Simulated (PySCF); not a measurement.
# C7H10NO: the cost of one run

Computed with PySCF 2.14.0, with density-fitted response routines of our own, on a single molecule, in the gas phase or a continuum. Atoms are numbered from 0 throughout.

### 1 The starting structure

19 atoms, charge 1, multiplicity 1; geometry from: GFN2-xTB. The atoms were then displaced at random by about 0.01 Å, so the start is not that level's minimum.

Bonds of the start (Å): C0–O1 1.45, O1–C2 1.32, C2–C3 1.39, C3–C4 1.40, C4–N5 1.34, N5–C6 1.43, N5–C7 1.35, C7–C8 1.35, C8–C2 1.40, C0–H9 1.09, C0–H10 1.08, C0–H11 1.08, C3–H12 1.06, C4–H13 1.09, C6–H14 1.10, C6–H15 1.08, C6–H16 1.10, C7–H17 1.09, C8–H18 1.09.

### 2 Relaxing the molecule at PBE0-D3(BJ)/def2-SVP

The job: settings as JSON, then the geometry in Å.

```
{"job": {"xc": "PBE0", "basis": "def2-SVP", "d3": "d3bj", "grid": 1, "shake": 0.01, "kind": "geom"}, "charge": 1, "multiplicity": 1}
C      3.333610    -0.642230    -0.083560
O      2.412350     0.474540    -0.224690
C      1.107610     0.311440    -0.092860
C      0.341490     1.459370    -0.234010
C     -1.048000     1.347620    -0.098710
N     -1.643720     0.184710     0.190490
C     -3.069730     0.100340     0.310450
C     -0.875890    -0.918350     0.323480
C      0.470790    -0.896760     0.220370
H      3.254420    -1.053300     0.922800
H      3.104750    -1.385590    -0.831140
H      4.312310    -0.201340    -0.240920
H      0.742300     2.415440    -0.461350
H     -1.703130     2.218940    -0.189060
H     -3.532160    -0.104800    -0.665720
H     -3.361790    -0.687100     0.995360
H     -3.476920     1.051170     0.689020
H     -1.420470    -1.839270     0.552630
H      1.021450    -1.827770     0.326410
```

Launch:

```bash
$ OMP_NUM_THREADS=1 python probes_run.py task.json out
```

This one command runs all jobs of the session in turn.

**Question.** How long does this first job take on 1 thread of Arm Neoverse N1, shared host, and how much memory does it need?

About 3.1 min, with a peak of 0.83 GiB.
